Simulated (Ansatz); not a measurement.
# Ni (Nickel): further runs on the relaxed cell

An exercise on one series of results from a longer session: the logs are not shown, and one member is left open.

Program: Ansatz 0.2.0. Level of theory: DFT PBE, scalar-relativistic, plane waves, PAW. These are calculated values, not measurements.

1 further run of the same task is left out (set aside as unsound or not needed).

## The structure to begin with

Symmetry: Fm-3m, No. 225, cubic system. The conventional cell has a = 3.518 Å, b = 3.518 Å, c = 3.518 Å, α = 90.00°, β = 90.00°, γ = 90.00°. Ni (site symmetry m-3m) has 12 Ni at 2.49 Å as nearest neighbours.

Coordinates:

```cif
data_structure
_symmetry_space_group_name_H-M 'P 1'
_symmetry_Int_Tables_number 1
_cell_length_a 2.4879
_cell_length_b 2.4879
_cell_length_c 2.4879
_cell_angle_alpha 60.000
_cell_angle_beta 60.000
_cell_angle_gamma 60.000
_cell_volume 10.89
loop_
_atom_site_label
_atom_site_type_symbol
_atom_site_fract_x
_atom_site_fract_y
_atom_site_fract_z
_atom_site_occupancy
Ni1 Ni 0.00000 0.00000 0.00000 1
```

This cell was relaxed beforehand with the same method: volume 10.89 Å³/atom, gap on the mesh none (metal), site moments up to 0.7 μB.

Set-up of the first run:

input.yaml reads:

```yaml
crystal:
  lattice:
    - [0.0, 1.759237908, 1.759237908]
    - [1.759237908, 0.0, 1.759237908]
    - [1.759237908, 1.759237908, 0.0]
  atoms:
    - { symbol: Ni, position: [0.0, 0.0, 0.0], spin: 0.75 }
basis:
  ecutwfc: 420
kpoints:
  mp_grid: { grid: [20, 20, 20] }
  band_path:
    path:
      - [[0.0, 0.0, 0.0], [0.5, 0.0, 0.5], [0.625, 0.25, 0.625]]
      - [[0.375, 0.375, 0.75], [0.0, 0.0, 0.0], [0.5, 0.5, 0.5], [0.5, 0.25, 0.75], [0.5, 0.0, 0.5]]
    npoints: 14
hamiltonian:
  xc: pbe
scf:
  occupations: { method: gaussian, width: 0.1 }
  n_extra_bands: 6
output:
  forces: true
  stress: true
  eigenvalues: true
  populations: true
  dos: { projected: true, de: 0.02, nscf_kmesh: { grid: [30, 30, 30] } }
  bader: true
  write_density: true
  write_potential: true
  elf: true
  volumetric_format: npy
magnetization:
  spin_polarized: true
checkpoint:
  read: start.run
  write: ck
  compress: false
  write_wavefunctions: false
  write_every: 100000
```

Started as:

```
$ ansatz run input.yaml --threads 1 --pin off --max-ram 2560MiB --backend cpu --events-out ev --progress --plain --runs-dir out
```

Steps of the session up to this table: Bands, states and charges; The cell as listed, for comparison; Volume × 0.97; Volume × 1.03; The cell scaled to 0.94 of its volume; Volume × 1.06; Volume × 0.91; The cell scaled to 1.10 of its volume; Point at V/V0 = 0.88.

One table of the session follows, with a row left open; its other results are not shown here.

It belongs to the step «Energy against volume». 

```
volume (Å³/atom)  energy above the lowest point (meV/atom)  pressure (GPa)  largest moment (μB)
           9.583                                     125.0           34.87                 0.65
           9.909                                         ?               ?                    ?
          10.236                                      27.4           14.39                 0.67
          10.563                                       6.4            6.56                 0.67
          10.889                                       0.0            0.01                 0.68
          11.216                                       5.9           -5.49                 0.68
          11.543                                      22.1          -10.08                 0.69
          11.978                                      56.8          -15.05                 0.70
```

Q: Estimate the row for volume (Å³/atom) = 9.909 from the others.

Worked estimate for «energy above the lowest point (meV/atom)». A straight line through the neighbours (9.583, 125.0) and (10.236, 27.4) gives 125.0 + (27.4 − 125.0) × (9.909 − 9.583) / (10.236 − 9.583) = 76.3; a parabola fitted to 3 rows on both sides gives 67.0.

As computed: energy above the lowest point (meV/atom): 65.8; pressure (GPa): 23.72; largest moment (μB): 0.66. In «energy above the lowest point (meV/atom)» the line misses by +10.5 and the parabola by +1.2.

Caveats from the session: Warnings in the runs' records: stability check not made.
